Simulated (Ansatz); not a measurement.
# ClH4NZn (built from SMILES [H][H].[NH2][Zn][Cl]): a reaction path by the nudged elastic band

Aim: the minimum-energy path between two given structures and its highest point. Both ends were relaxed at PBE0-D4 in triple zeta.

The runs use Ansatz 0.2.0, Gaussian basis; PBE0-D4/def2-SVP.

22 further runs of the same task are left out: 22 set aside as unsound or not needed. Runs told in other sessions of the task aren't counted.

## Step 1: Starting geometry

The first end: 7 atoms, charge 0, spin multiplicity 1.

Atoms are counted from 1 here; the program's logs count them from 0.

Bond lengths: Zn1–N2 1.816 Å, Zn1–Cl3 2.096 Å, N2–H6 1.012 Å, N2–H7 1.011 Å, H4–H5 0.749 Å. Angles: N2–Zn1–Cl3 176.0°, Zn1–N2–H6 115.2°, Zn1–N2–H7 115.8°, H6–N2–H7 107.6°.

As a file:

```tsv
atom	x (Å)	y (Å)	z (Å)
Zn1	-0.4746	-0.2708	-0.8330
N2	1.0281	-0.8839	-0.0173
Cl3	-2.2859	0.3388	-1.6947
H4	-0.4963	1.0852	1.5740
H5	-0.9966	1.5372	1.2483
H6	1.7110	-0.1757	0.2175
H7	1.5146	-1.6308	-0.4949
```

The second end:

```tsv
atom	x (Å)	y (Å)	z (Å)
Zn1	-1.1298	0.6183	-0.0318
N2	0.8082	-0.3489	0.2286
Cl3	-1.4318	-0.1301	-2.0504
H4	1.2828	-0.2215	1.1146
H5	-1.6164	1.4432	1.1836
H6	1.4139	-0.0192	-0.5155
H7	0.6733	-1.3419	0.0710
```

## Step 2: The band at PBE0-D4/def2-SVP

neb/in.yaml

```yaml
crystal:
  periodic: [false, false, false]
  atoms:
    - {symbol: Zn, position_ang: [-0.474636, -0.270836, -0.832975]}
    - {symbol: N, position_ang: [1.028080, -0.883949, -0.017252]}
    - {symbol: Cl, position_ang: [-2.285936, 0.338812, -1.694671]}
    - {symbol: H, position_ang: [-0.496269, 1.085156, 1.574024]}
    - {symbol: H, position_ang: [-0.996636, 1.537183, 1.248330]}
    - {symbol: H, position_ang: [1.711038, -0.175652, 0.217473]}
    - {symbol: H, position_ang: [1.514559, -1.630814, -0.494929]}
basis:
  gaussian: {orbitals: def2-SVP}
hamiltonian: {xc: pbe0, dispersion: d4}
neb:
  images: 5
  climbing: true
  max_iterations: 40
  initial_path: idpp
  final_atoms:
    - {symbol: Zn, position_ang: [-1.129818, 0.618293, -0.031833]}
    - {symbol: N, position_ang: [0.808190, -0.348877, 0.228586]}
    - {symbol: Cl, position_ang: [-1.431764, -0.130127, -2.050443]}
    - {symbol: H, position_ang: [1.282822, -0.221450, 1.114584]}
    - {symbol: H, position_ang: [-1.616444, 1.443215, 1.183562]}
    - {symbol: H, position_ang: [1.413887, -0.019231, -0.515463]}
    - {symbol: H, position_ang: [0.673325, -1.341922, 0.071008]}
```

The run is started by

```sh
ansatz run in.yaml --threads 4 --pin off --events-out ev --progress --plain --max-ram 9574MiB
```

The program printed:

```text
Functional definition: PBE0
  name "PBE0"
  cite "Adamo & Barone, J. Chem. Phys. 110, 6158 (1999) doi:10.1063/1.478522"
  cite "Perdew, Burke & Ernzerhof, Phys. Rev. Lett. 77, 3865 (1996) doi:10.1103/PhysRevLett.77.3865"
  parent pbe
  parameter a = 0.25
  parameter kappa = 0.804
  parameter beta = 0.06672455060314922
  exchange = (1 - a)*pbe_x(kappa = kappa, mu = beta*pi^2/3) + a*exact_x
  correlation = pbe_c(beta = beta)
861 factors; integrals over basis functions are off by at most 2.9e-4 eV
mean field evaluation 1: about -62466.2961 eV, gradient 6.2e1 eV
mean field evaluation 2: about -62446.2596 eV, gradient 1.1e2 eV
mean field evaluation 4: about -62473.5188 eV, gradient 6.3e0 eV
mean field evaluation 8: about -62473.6694 eV, gradient 3.8e-1 eV
mean field evaluation 16: about -62473.6698 eV, gradient 1.8e-5 eV
mean field -62473.66975557 eV, -2295.8650173431 hartree, gradient 1.8e-5 eV, S^2 0.000000; 0 other end points of the search recorded, 0 dependent functions left out
the calculation of the forces begins
reference -62473.66978675 eV, -2295.8650184889 hartree; 29, 29 occupied and 54, 54 virtual orbitals, 861 factors
[... from here to the last solve, the lines of the solves are left out (124 solves) ...]
WARN: NEB end point (image 0): max|allowed force component| = 3.572e-1 eV/Å (the criterion of neb.relax_end_points is 1.000e-2). That is over neb.f_tol: it is no minimum, so the barrier can be far off. Relax it first
WARN: NEB end point (image 6): max|allowed force component| = 4.193e-1 eV/Å (the criterion of neb.relax_end_points is 1.000e-2). That is over neb.f_tol: it is no minimum, so the barrier can be far off. Relax it first
NEB iter   1: max|band force component| = 4.691e0 eV/Å  barrier→ = 4.1968 eV  barrier← = 5.3328 eV  Δτ_max = 0.2000 Å  (188 SCF iters)
NEB iter   2: max|band force component| = 3.305e0 eV/Å  barrier→ = 2.9874 eV  barrier← = 4.1234 eV  Δτ_max = 0.2000 Å  (149 SCF iters)
NEB iter   3: max|band force component| = 4.947e0 eV/Å  barrier→ = 2.1380 eV  barrier← = 3.2741 eV  Δτ_max = 0.1020 Å  (149 SCF iters)
NEB iter   4: max|band force component| = 2.032e0 eV/Å  barrier→ = 1.6781 eV  barrier← = 2.8142 eV  Δτ_max = 0.2000 Å  (147 SCF iters)
NEB iter   5: max|band force component| = 2.885e0 eV/Å  barrier→ = 1.0671 eV  barrier← = 2.2032 eV  Δτ_max = 0.1004 Å  (146 SCF iters)
NEB iter   6: max|band force component| = 9.526e-1 eV/Å  barrier→ = 0.7967 eV  barrier← = 1.9327 eV  Δτ_max = 0.2000 Å  (148 SCF iters)
NEB iter   7: max|band force component| = 9.353e-1 eV/Å  barrier→ = 0.3907 eV  barrier← = 1.5268 eV  Δτ_max = 0.0939 Å  (140 SCF iters)
NEB iter   8: max|band force component| = 1.415e0 eV/Å  barrier→ = 0.2884 eV  barrier← = 1.4245 eV  CI = image 3  Δτ_max = 0.1011 Å  (147 SCF iters)
NEB iter   9: max|band force component| = 1.118e0 eV/Å  barrier→ = 0.3389 eV  barrier← = 1.4749 eV  CI = image 3  Δτ_max = 0.2000 Å  (146 SCF iters)
NEB iter  10: max|band force component| = 5.441e-1 eV/Å  barrier→ = 0.6950 eV  barrier← = 1.8310 eV  CI = image 3  Δτ_max = 0.1371 Å  (144 SCF iters)
NEB iter  11: max|band force component| = 4.548e-1 eV/Å  barrier→ = 0.7339 eV  barrier← = 1.8699 eV  CI = image 3  Δτ_max = 0.0878 Å  (147 SCF iters)
NEB iter  12: max|band force component| = 1.963e-1 eV/Å  barrier→ = 0.6930 eV  barrier← = 1.8291 eV  CI = image 3  Δτ_max = 0.0326 Å  (150 SCF iters)
NEB iter  13: max|band force component| = 1.308e-1 eV/Å  barrier→ = 0.6905 eV  barrier← = 1.8265 eV  CI = image 3  Δτ_max = 0.0297 Å  (131 SCF iters)
NEB iter  14: max|band force component| = 1.020e-1 eV/Å  barrier→ = 0.6880 eV  barrier← = 1.8241 eV  CI = image 3  Δτ_max = 0.0426 Å  (142 SCF iters)
NEB iter  15: max|band force component| = 9.202e-2 eV/Å  barrier→ = 0.6863 eV  barrier← = 1.8224 eV  CI = image 3  Δτ_max = 0.0328 Å  (143 SCF iters)
NEB iter  16: max|band force component| = 6.075e-2 eV/Å  barrier→ = 0.6852 eV  barrier← = 1.8212 eV  CI = image 3  Δτ_max = 0.0357 Å  (154 SCF iters)
865 factors; integrals over basis functions are off by at most 1.3e-3 eV
mean field evaluation 992: about -62473.8941 eV, gradient 2.7e-2 eV
mean field -62473.96541452 eV, -2295.8758826089 hartree, gradient 2.4e-6 eV, S^2 0.000000; 0 other end points of the search recorded, 0 dependent functions left out
the calculation of the forces begins
reference -62473.96544527 eV, -2295.8758837390 hartree; 29, 29 occupied and 54, 54 virtual orbitals, 865 factors
NEB iter  17: max|band force component| = 2.892e-2 eV/Å  barrier→ = 0.6842 eV  barrier← = 1.8203 eV  CI = image 3  Δτ_max = 0.0000 Å  (998 SCF iters)
Total energy: -62473.07389009 eV, -2295.8431196904 hartree
Atom 0 at    -0.791818     0.274413    -0.562087 Å, force    -0.007303    -0.008060    -0.004668 eV/Å
Atom 1 at     0.912041    -0.394683     0.128269 Å, force    -0.011686     0.028555     0.001067 eV/Å
Atom 2 at    -2.257091     0.652726    -2.050315 Å, force     0.001937     0.002976     0.000452 eV/Å
Atom 3 at     0.033019     0.120496     1.125011 Å, force    -0.001941    -0.003616     0.006481 eV/Å
Atom 4 at    -0.819923     0.576480     1.349575 Å, force    -0.001565    -0.003091     0.000927 eV/Å
Atom 5 at     1.756994     0.151572    -0.047790 Å, force     0.015942    -0.016583    -0.007277 eV/Å
Atom 6 at     1.166978    -1.381105     0.057336 Å, force     0.004615    -0.000180     0.003017 eV/Å
Dipole moment:     0.682243    -0.238576     0.208667 e Å
```

Run time: 89 s. Hardware: 4 threads of Intel Xeon Platinum 8488C, shared host.

The last band:

```tsv
image	path (Å)	energy (kJ/mol)	Zn1–H5 (Å)	N2–H4 (Å)	Zn1–N2 (Å)	H4–H5 (Å)
0	0.00	0.0	2.81	2.96	1.82	0.75
1	0.83	-1.7	3.27	2.73	1.82	0.76
2	1.66	6.4	2.64	2.11	1.83	0.78
3	2.49	66.0	1.94	1.43	1.96	0.99
4	3.29	-63.6	1.60	1.03	2.18	1.86
5	4.09	-97.6	1.56	1.02	2.19	2.64
6	4.89	-109.6	1.55	1.01	2.18	3.34
```

The highest image, 3:

```
Zn   -0.7918    0.2744   -0.5621
N     0.9120   -0.3947    0.1283
Cl   -2.2571    0.6527   -2.0503
H     0.0330    0.1205    1.1250
H    -0.8199    0.5765    1.3496
H     1.7570    0.1516   -0.0478
H     1.1670   -1.3811    0.0573
```

## Step 3: What came out

```
                                                                       quantity                                                  value
                                                PBE0-D4/def2-SVP, 17 iterations  highest 66.0 kJ/mol (image 3), last end -109.6 kJ/mol
from earlier runs: barrier over the separately found saddle, CCSD(T)/def2-TZVPP                                           107.7 kJ/mol
```

The highest image lies 66.0 kJ/mol above the first end, and it climbed, so it estimates the saddle. The ends are not quite minima at this level (largest force component 0.42 eV/Å), so the heights are unreliable: relaxing the first end would lower it and raise the barrier above it. The highest image is 41.7 kJ/mol below the CCSD(T) barrier in triple zeta, which comes from separate runs on the saddle.
